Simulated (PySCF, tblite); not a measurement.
**C₆H₇ClF₂Ge: geometry, infrared bands and NMR shifts**

What infrared bands and NMR shifts should C₆H₇ClF₂Ge (`FC(F)(Cl)C[C]1=CC=[CH][GeH2]1`) show?

Computed with tblite 0.8.0 and PySCF 2.14.0, with density-fitted response routines of our own, on a single molecule in the gas phase. Atoms are numbered from 0 throughout.

**1. The starting structure**

17 atoms, charge 0, multiplicity 1; geometry from: force field or distance geometry start.

Bonds of the start (Å): F0–C1 1.41, C1–F2 1.36, C1–Cl3 1.80, C1–C4 1.52, C4–C5 1.51, C5–C6 1.31, C6–C7 1.40, C7–C8 1.31, C8–Ge9 1.93, Ge9–C5 1.93, C4–H10 1.11, C4–H11 1.09, C6–H12 1.12, C7–H13 1.13, C8–H14 1.07, Ge9–H15 1.54, Ge9–H16 1.54.

**2. Relaxing the molecule with GFN2-xTB**

The job: settings as JSON, then the geometry in Å.

```
{"job": {"kind": "relax", "xc": "GFN2-xTB", "basis": "xTB"}, "charge": 0, "multiplicity": 1}
F      3.639300    -0.290500     0.130400
C      2.343300     0.075700    -0.291300
F      2.167800    -0.224900    -1.608100
Cl     2.072000     1.826000     0.028000
C      1.401100    -0.677700     0.629800
C     -0.026000    -0.350800     0.247500
C     -0.943500    -1.193400    -0.150900
C     -2.220000    -0.714000    -0.451000
C     -2.473600     0.562000    -0.339600
Ge    -0.845600     1.394800     0.269400
H      1.612300    -1.765300     0.519600
H      1.595300    -0.382500     1.663600
H     -0.674000    -2.283000    -0.216000
H     -3.052600    -1.395400    -0.802700
H     -3.382600     1.098200    -0.527400
H     -0.945100     1.985600     1.687600
H     -0.275200     2.347200    -0.798800
```

Command:

```sh
$ OMP_NUM_THREADS=1 python probes_run.py task.json out
```

The driver reads the jobs from task.json and runs them one after another.

**Question.** This job is followed by: GFN2-xTB harmonic vibrations, gas phase; GIAO PBE0/pcSseg-1 NMR shielding, non-relativistic, gas phase. What will the session give for the following? strongest single infrared mode (GFN2-xTB); zero-point energy (GFN2-xTB); ¹³C shifts against TMS (PBE0/pcSseg-1); ¹H shifts against TMS (PBE0/pcSseg-1, means over atoms taken as alike); ¹⁹F shifts against CFCl3 (PBE0/pcSseg-1, means over atoms taken as alike); ³⁵Cl shifts against HCl (PBE0/pcSseg-1); ⁷³Ge shifts against GeMe4 (PBE0/pcSseg-1).

The runs gave:

| quantity | value |
| --- | --- |
| strongest single infrared mode (GFN2-xTB) | 2047 cm⁻¹, 364 km/mol |
| zero-point energy (GFN2-xTB) | 67.5 kcal/mol |
| ¹³C shifts against TMS (PBE0/pcSseg-1) | 151.5, 149.2, 144.3, 144.3, 140.1, 49.6 ppm |
| ¹H shifts against TMS (PBE0/pcSseg-1, means over atoms taken as alike) | 7.13, 7.01, 6.51, 4.96, 3.43 ppm |
| ¹⁹F shifts against CFCl3 (PBE0/pcSseg-1, means over atoms taken as alike) | -64.1 ppm |
| ³⁵Cl shifts against HCl (PBE0/pcSseg-1) | 344 ppm |
| ⁷³Ge shifts against GeMe4 (PBE0/pcSseg-1) | -146 ppm |

**Reading.** Relaxing lowered the energy by 0.714 eV in 82 steps; the close pair that moved most is F0–C1, from 1.411 to 1.346 Å. No mode is imaginary among the 45: a minimum at this level. The strongest single mode, at 2047 cm⁻¹, moves mainly H16. GFN2-xTB is a fitted tight-binding method: band positions and strengths are rough. Its intensities can rank the bands wrongly. At PBE0/pcSseg-1: The largest span, 622 ppm, is at Cl3, where the paramagnetic term is -541 ppm. Spin-orbit coupling is left out, which matters for shieldings and couplings at and beside the heavy atoms.
